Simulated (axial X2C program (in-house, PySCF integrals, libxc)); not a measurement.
# OTiO⁺: bond lengths and stretches, held linear

An exercise on one series of results from a longer session: the logs are not shown, and one member is left open.

Computed with an in-house X2C program for linear molecules on PySCF integrals. Level: all-electron X2C, two-component (2c) or spin-free, O dyall-av3z, Ti dyall-v3z.

All values are calculated.

2 further runs of the same task are left out: 2 set aside as unsound or not needed.

The first run:

task.json reads:

```json
{"zs": [8, 22, 8], "q": 1, "bas": ["dyall-av3z", "dyall-v3z", "dyall-av3z"], "r0": [1.74, 1.74], "symm": 1, "scan": ["PBE0", "HF", "TPSSh"], "levels": ["PBE0", "HF", "TPSSh"], "nst": 2}
```

Keys: zs atomic numbers; q charge; bas basis sets; r0 starting distance in Å; symm equal bonds; scan levels of the two-bond scan; levels methods; nst determinants followed.

The run is started by

```bash
python solin.py task.json out
```

Masses O 15.995, Ti 47.948, O 15.995 u.

Steps of the session up to this table: Scan at PBE0, 2c; Scan at TPSSh, 2c; Scan at PBE0, spin-free.

One of the session's tables, all rows but one given; the rest of the session is left out.

```
           level  lower stretch (cm⁻¹)  upper stretch (cm⁻¹)
        PBE0, 2c                 422.6                 896.9
       TPSSh, 2c                     ?                     ?
 PBE0, spin-free                 422.0                 897.0
TPSSh, spin-free                 621.4                 877.1
```

**Question.** Estimate the row for TPSSh, 2c.

As computed: lower stretch (cm⁻¹): 621.6; upper stretch (cm⁻¹): 877.1. In the column «lower stretch (cm⁻¹)» it is the highest.

Scans not shown above were run alike.

The lower stretch spreads by more than a fifth over the levels, so it depends strongly on the method. The molecule was held linear; bending was not examined, so a bent shape may lie lower.
